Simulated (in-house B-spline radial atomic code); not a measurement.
# Ta¹⁵⁺: excited configurations

How much energy does it take to promote electrons of Ta¹⁵⁺ to other shells? Each configuration is solved by itself and compared with the reference.

The numbers are computed with in-house B-spline radial atomic code version 1 (Dirac-Hartree-Fock, average of configuration, Fermi nucleus, basis-set limit), except any that are marked as measured or tabulated.

## Step 1: The atom as given

```
element       : tantalum (Z = 73)
charge        : +15
electrons     : 58
configuration : [Kr] 4d10 4f11 5s1
Hamiltonian   : Dirac-Coulomb
nucleus       : Fermi, rms radius 5.351 fm
```

Outer shells as boxes (Hund's rule):

[Kr] 4d10 4f11 5s1
```
[Kr] core
4d [↑↓][↑↓][↑↓][↑↓][↑↓]
4f [↑↓][↑↓][↑↓][↑↓][↑ ][↑ ][↑ ]
5s [↑ ]
```

The boxes draw the filling by Hund's rule, which heavy ions in jj coupling don't follow; these runs average over all states of the configuration.

The run's settings:

```ini
Z = 73
electrons = 58.0
configuration = [Kr] 4d10 4f11 5s1
hamiltonian = dirac
method = hf
spin_polarised = False
nucleus = fermi
rms_radius = 5.3507
mass_number = 181
atomic_mass = 180.947998528
speed_of_light = 137.035999084
```

From the earlier run of the reference: total energy -15539.357175 hartree. Levels, eight at most:

| orbital | occupation | energy (eV) | <r> (bohr) |
| --- | --- | --- | --- |
| 4s1/2 | 2 | -914.29 | 0.4556 |
| 4p1/2 | 2 | -812.49 | 0.4609 |
| 4p3/2 | 4 | -746.16 | 0.4900 |
| 4d3/2 | 4 | -578.40 | 0.5025 |
| 4d5/2 | 6 | -565.80 | 0.5125 |
| 4f5/2 | 4.71429 | -356.51 | 0.5416 |
| 4f7/2 | 6.28571 | -354.11 | 0.5469 |
| 5s1/2 | 1 | -352.54 | 0.9592 |

## Step 2: Configuration [Kr] 4d10 4f10 5s1 8g1

The run's settings:

```ini
Z = 73
electrons = 58.0
configuration = [Kr] 4d10 4f10 5s1 8g1
hamiltonian = dirac
method = hf
spin_polarised = False
nucleus = fermi
rms_radius = 5.3507
mass_number = 181
atomic_mass = 180.947998528
speed_of_light = 137.035999084
```

## Step 3: Configuration [Kr] 4d9 4f11 5s1 6d1

Settings: those of step 2 with these lines changed.

```diff
@@ -2,3 +2,3 @@
 electrons = 58.0
-configuration = [Kr] 4d10 4f10 5s1 8g1
+configuration = [Kr] 4d9 4f11 5s1 6d1
 hamiltonian = dirac
```

## Step 4: Configuration [Kr] 4d10 4f10 5s1 8p1

Settings: those of step 3 with these lines changed.

```diff
@@ -2,3 +2,3 @@
 electrons = 58.0
-configuration = [Kr] 4d9 4f11 5s1 6d1
+configuration = [Kr] 4d10 4f10 5s1 8p1
 hamiltonian = dirac
```

## Step 5: Run with [Kr] 4d10 4f10 5s1 9d1

Settings: those of step 4 with these lines changed.

```diff
@@ -2,3 +2,3 @@
 electrons = 58.0
-configuration = [Kr] 4d10 4f10 5s1 8p1
+configuration = [Kr] 4d10 4f10 5s1 9d1
 hamiltonian = dirac
```

## Step 6: [Kr] 4d10 4f10 5s1 7g1

Settings: those of step 5 with these lines changed.

```diff
@@ -2,3 +2,3 @@
 electrons = 58.0
-configuration = [Kr] 4d10 4f10 5s1 9d1
+configuration = [Kr] 4d10 4f10 5s1 7g1
 hamiltonian = dirac
```

Q: How far above the reference does each configuration lie (order and size, in eV)?

The runs gave:

| net move | configuration | energy above the reference (eV) | with Breit, QED, recoil (eV) | largest <r> (bohr) |
| --- | --- | --- | --- | --- |
| 4f → 8p | [Kr] 4d10 4f10 5s1 8p1 | 266.91 | 267.04 | 3.86 |
| 4f → 7g | [Kr] 4d10 4f10 5s1 7g1 | 278.16 | 278.25 | 3.80 |
| 4f → 9d | [Kr] 4d10 4f10 5s1 9d1 | 294.28 | 294.38 | 5.57 |
| 4f → 8g | [Kr] 4d10 4f10 5s1 8g1 | 295.39 | 295.48 | 5.18 |
| 4d → 6d | [Kr] 4d9 4f11 5s1 6d1 | 414.01 | 413.70 | 2.00 |

Quantum defects of the promoted electron, δ = n − ζ/√(−2ε) with ζ = 16 and ε its orbital energy in hartree:

| promotion | δ |
| --- | --- |
| 4f → 8p | 1.577 |
| 4f → 7g | 0.101 |
| 4f → 9d | 1.187 |
| 4f → 8g | 0.110 |
| 4d → 6d | 1.223 |

What this shows: At the bottom stands 4f → 8p (266.91 eV), at the top 4d → 6d (414.01 eV). 1 of them lies more than 2 % above the ionisation threshold that Koopmans' theorem gives (352.54 eV), where such states can decay by emitting an electron. Of those tabulated, the defect is largest for 8p (1.58) and least for 7g (0.10); at this charge much of the defect is relativistic. Two partly filled shells share a symmetry and can mix in the average, which may lower the energy, for: 4d → 6d. These are averages over configurations, without correlation, not spectroscopic levels.
